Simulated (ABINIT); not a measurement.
The system is AlCl.

```
CELL_PARAMETERS angstrom
4.03825 0.00000 0.00000
-2.01913 3.49723 0.00000
0.00000 0.00000 6.59142
ATOMIC_POSITIONS crystal
Al 0.33333 0.66667 0.00000
Al 0.66667 0.33333 0.50000
Cl 0.33333 0.66667 0.38500
Cl 0.66667 0.33333 0.88500
```

The cell was built by a generator and needn't be a form met in nature.

Base run:

```yaml
Program: ABINIT 10.8.3 (patched build)
Functional: PBE
Potentials_or_basis: PseudoDojo NC SR PBE v0.4.1 standard
Cutoff: 599 eV
k_mesh: 6 × 6 × 3
Occupations: fermi-dirac, width 0.05 eV
Spin: no spin polarisation
```

Its results: band gap on the k mesh 0.42 eV, indirect (least direct gap 0.42 eV); pressure 16.4 GPa; largest force 0.158 eV/Å.

The run is repeated on the same cell with these changes: functional from PBE to LDA; potentials or basis from PseudoDojo NC SR PBE v0.4.1 standard to PseudoDojo NC SR LDA v0.4.1 standard. What comes out?

Band gap on the k mesh 0.38 eV, direct; pressure 12.8 GPa; largest force 0.143 eV/Å.

Caveats: an odd mesh through Γ misses points on the zone boundary, where band edges often lie; so large a pressure means that the cell lies far from this level's equilibrium, or that cutoff or potentials fall short (some runs).
